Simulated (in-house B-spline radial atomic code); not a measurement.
# Pd²⁺ in a hard spherical wall

Wanted: the cost of confining Pd²⁺, radius by radius. More than one configuration is followed.

The numbers are computed with in-house B-spline radial atomic code version 1 (non-relativistic Hartree-Fock, average of configuration, point nucleus, basis-set limit), except any that are marked as measured or tabulated.

## 1. Starting point

```
element       : palladium (Z = 46)
charge        : +2
electrons     : 44
configuration : [Kr] 4d8
Hamiltonian   : non-relativistic
nucleus       : point
```

Outer shells as boxes (Hund's rule):

[Kr] 4d8
```
[Kr] core
4d [↑↓][↑↓][↑↓][↑ ][↑ ]
```

The boxes draw the filling by Hund's rule, which heavy ions in jj coupling don't follow; these runs average over all states of the configuration.

## 2. Reference run without a wall

Settings, as recorded:

```ini
Z = 46
electrons = 44.0
configuration = [Kr] 4d8
hamiltonian = nr
method = hf
spin_polarised = False
```

## 3. Wall at 7.69 bohr, configuration [Kr] 4d8

The settings differ from step 2 so:

```diff
@@ -6 +6,2 @@
 spin_polarised = False
+wall_radius = 7.69
```

## 4. Wall at 4.38 bohr, configuration [Kr] 4d8

The settings differ from step 3 so:

```diff
@@ -6,2 +6,2 @@
 spin_polarised = False
-wall_radius = 7.69
+wall_radius = 4.38
```

## 5. Wall at 2.58 bohr, configuration [Kr] 4d8

The settings differ from step 4 so:

```diff
@@ -6,2 +6,2 @@
 spin_polarised = False
-wall_radius = 4.38
+wall_radius = 2.58
```

## 6. Wall at 1.22 bohr, configuration [Kr] 4d8

The settings differ from step 5 so:

```diff
@@ -6,2 +6,2 @@
 spin_polarised = False
-wall_radius = 2.58
+wall_radius = 1.22
```

## 7. Wall at 7.69 bohr, configuration [Kr] 4d7 4f1

Settings, as recorded:

```ini
Z = 46
electrons = 44.0
configuration = [Kr] 4d7 4f1
hamiltonian = nr
method = hf
spin_polarised = False
wall_radius = 7.69
```

## 8. Wall at 4.38 bohr, configuration [Kr] 4d7 4f1

The settings differ from step 7 so:

```diff
@@ -6,2 +6,2 @@
 spin_polarised = False
-wall_radius = 7.69
+wall_radius = 4.38
```

## 9. Wall at 2.58 bohr, configuration [Kr] 4d7 4f1

The settings differ from step 8 so:

```diff
@@ -6,2 +6,2 @@
 spin_polarised = False
-wall_radius = 4.38
+wall_radius = 2.58
```

## 10. Wall at 1.22 bohr, configuration [Kr] 4d7 4f1

The settings differ from step 9 so:

```diff
@@ -6,2 +6,2 @@
 spin_polarised = False
-wall_radius = 2.58
+wall_radius = 1.22
```

## 11. Wall at 7.69 bohr, configuration [Ar] 3d10 4s2 4p5 4d8 4f1

Settings, as recorded:

```ini
Z = 46
electrons = 44.0
configuration = [Ar] 3d10 4s2 4p5 4d8 4f1
hamiltonian = nr
method = hf
spin_polarised = False
wall_radius = 7.69
```

## 12. Wall at 4.38 bohr, configuration [Ar] 3d10 4s2 4p5 4d8 4f1

The settings differ from step 11 so:

```diff
@@ -6,2 +6,2 @@
 spin_polarised = False
-wall_radius = 7.69
+wall_radius = 4.38
```

## 13. Wall at 2.58 bohr, configuration [Ar] 3d10 4s2 4p5 4d8 4f1

The settings differ from step 12 so:

```diff
@@ -6,2 +6,2 @@
 spin_polarised = False
-wall_radius = 4.38
+wall_radius = 2.58
```

## 14. Wall at 1.22 bohr, configuration [Ar] 3d10 4s2 4p5 4d8 4f1

The settings differ from step 13 so:

```diff
@@ -6,2 +6,2 @@
 spin_polarised = False
-wall_radius = 2.58
+wall_radius = 1.22
```

Q: What do the energy and the highest level do as the wall closes in, and which configuration is lower at each radius?

As calculated:

| configuration | radius (bohr) | energy above the free system (eV) | pressure (GPa) | highest level (eV) |
| --- | --- | --- | --- | --- |
| [Kr] 4d8 | 7.69 | below noise | 0.000233 | -34.684 (4d) |
| [Kr] 4d8 | 4.38 | 0.331 | 3.66 | -34.381 (4d) |
| [Kr] 4d8 | 2.58 | 28.614 | 977 | -24.967 (4d) |
| [Kr] 4d8 | 1.22 | 1853.80 | 392479 | 179.41 (4d) |
| [Kr] 4d7 4f1 | 7.69 | 26.361 | 1.1 | -6.657 (4f) |
| [Kr] 4d7 4f1 | 4.38 | 34.751 | 28.5 | 1.526 (4f) |
| [Kr] 4d7 4f1 | 2.58 | 80.032 | 1169 | 27.009 (4f) |
| [Kr] 4d7 4f1 | 1.22 | 1912.87 | 387155 | 238.78 (4f) |
| [Ar] 3d10 4s2 4p5 4d8 4f1 | 7.69 | 79.704 | 1.08 | -6.698 (4f) |
| [Ar] 3d10 4s2 4p5 4d8 4f1 | 4.38 | 87.855 | 27.6 | 1.227 (4f) |
| [Ar] 3d10 4s2 4p5 4d8 4f1 | 2.58 | 134.04 | 1216 | 26.175 (4f) |
| [Ar] 3d10 4s2 4p5 4d8 4f1 | 1.22 | 1991.39 | 388607 | 238.66 (4f) |

For [Kr] 4d8 the energy above the free reference is below noise at 7.69 bohr and 1853.80 eV at 1.22 bohr, where the electrons press on it with 392479 GPa. Its highest level passes zero between 2.58 and 1.22 bohr; in smaller spheres the level is positive, pushed up by confinement, and the wall keeps the electron in. Of [Kr] 4d8 and [Kr] 4d7 4f1, the first stays lower at every radius that both share. At 1.22 bohr the lowest of all 3 is [Kr] 4d8. A hard wall is a crude model of an atom's surroundings.
